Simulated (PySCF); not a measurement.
**HfN₂: relaxation and vibrations of the singlet**

The task is one start of a wider search on HfN₂: the singlet, from a bent start. It is relaxed, tested by its Hessian and followed downhill if it is a saddle.

Computed with PySCF 2.14.0. Level: PBE0, basis Hf def2-TZVP with ECP60, N def2-TZVP, scalar-relativistic core potentials, no spin–orbit coupling, density fitting.

## 1. The starting structure

3 atoms, charge 0, spin multiplicity 1.

Bond lengths: Hf1–N2 1.880 Å, Hf1–N3 1.880 Å. Angles: N2–Hf1–N3 110.0°.

Z-matrix (Å, degrees; charge 0 multiplicity 1):
```
Hf
N  1 1.8800
N  1 1.8800 2 110.00
```

## 2. The SCF at the typed geometry

One driver script runs all steps and calls PySCF; scf.py shows how it sets up the SCF of each step. The optimiser is the driver's own. After this first run the driver tries any further starts and a stability analysis.

scf.py

```python
from pyscf import gto, scf, dft
mol = gto.M(atom='''
Hf     0.000000     0.000000     0.000000
N      1.540000     0.000000     1.078300
N     -1.540000     0.000000     1.078300''',
    basis={'Hf': 'def2-TZVP', 'N': 'def2-TZVP'},
    ecp={'Hf': 'def2-TZVP'},
    charge=0, spin=0)
mf = dft.RKS(mol, xc='PBE0')
mf.grids.atom_grid = (50, 194)
aux = {'Hf': 'def2-universal-JKFIT', 'N': 'def2-universal-JKFIT'}
mf = mf.density_fit(auxbasis=aux)
mf.conv_tol = 1e-08
mf.diis_space = 10
mf.max_cycle = 60
mf.init_guess = 'minao'
mf.verbose = 4
mf.kernel()
```

Command:

```console
$ OMP_NUM_THREADS=2 python axn.py task.json out
```

After this run come: Bent start, singlet: relaxation; Hessian and properties; The broken-symmetry singlet; Hessian and properties.

Q: Predict the outcome of this session. Wanted: minimum; geometry; wavenumbers; dipole moment; highest occupied, lowest empty level; polar-tensor charge of Hf1; zero-point energy; atomisation energy; ⟨S²⟩.

The runs gave:

| quantity | value |
| --- | --- |
| minimum | broken-symmetry (Ms = 0), C2v |
| geometry | Hf–N 1.968 Å (×2), N–N 1.272 Å; Hf–N–N 71.1° (×2), N–Hf–N 37.7° |
| wavenumbers (cm⁻¹) | 438 (b2), 461 (a1), 1355 (a1) |
| dipole moment | 5.00 D |
| highest occupied, lowest empty level (either spin) | -4.70, -3.20 eV |
| polar-tensor charge of Hf1 | +0.34 e |
| zero-point energy | 13.5 kJ/mol |
| entropy at 298.15 K | 272.4 J/(mol K) |
| atomisation energy (no zero-point energy) | 951 kJ/mol |
| ⟨S²⟩ | 1.006 |

What this shows: The bent start keeps its C2v symmetry and ends in a minimum. The determinant is spin-contaminated (⟨S²⟩ = 1.01 against 0.00), so it is no pure spin state. The strongest infrared band lies at 1355 cm⁻¹ (a1). With 5.0 D the molecule is strongly polar. Other starts or spin states, not run here, may lie lower. The small gap makes a closed-shell description doubtful. With an element this heavy the missing spin–orbit coupling can shift these numbers.
